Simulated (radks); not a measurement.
**Nuclear size and the levels of La³⁺**

The task here is to estimate one member of a computed series from the others.

Method: Dirac Kohn-Sham, exchange-only LDA, spin-unpolarised, spherical densities, finite nucleus. Code: radks (a radial shooting solver on a logarithmic mesh, Libxc functionals) version 1.

## Starting point

* element: lanthanum (Z = 57)
* charge: +3
* electrons: 54
* configuration: [Xe]
* nuclear rms radius: 4.855 fm

The outer shells:

La³⁺
```
[Kr] core
4d [↑↓][↑↓][↑↓][↑↓][↑↓]
5s [↑↓]
5p [↑↓][↑↓][↑↓]
```

The first run:

Input:

```text
Z 57
configuration [Xe] 6s0 4f0
relativity Dirac
functional lda,
spin unpolarised
j_filling average
nucleus finite rms 4.855 fm
c 137.035999084
```

Among the steps run: rms radius 4.855 fm.

One table of the session follows, with a row left open; its other results are not shown here.

It belongs to the step «rms radius 4.855 fm». From the orbitals of this run (lengths in bohr):

| level | <r> | outermost maximum (interpolated) | 90 % within | nodes |
| --- | --- | --- | --- | --- |
| 4d3/2 | 0.7626 | 0.667 | 1.15 | 1 |
| 4d5/2 | 0.7724 | 0.676 | 1.16 | 1 |
| 5s1/2 | ? | ? | ? | ? |
| 5p1/2 | 1.713 | 1.53 | 2.48 | 3 |
| 5p3/2 | 1.785 | 1.59 | 2.58 | 3 |
| 4f5/2 | 1.118 | 0.742 | 1.91 | 0 |
| 4f7/2 | 1.128 | 0.746 | 1.93 | 0 |
| 6s1/2 | 3.455 | 3.23 | 4.88 | 5 |

**Question.** Estimate the row for 5s1/2.

The run gave: <r>: 1.541; outermost maximum (interpolated): 1.40; 90 % within: 2.21; nodes: 4. In the column «<r>» it lies between 4f7/2 (1.128) and 5p1/2 (1.713).
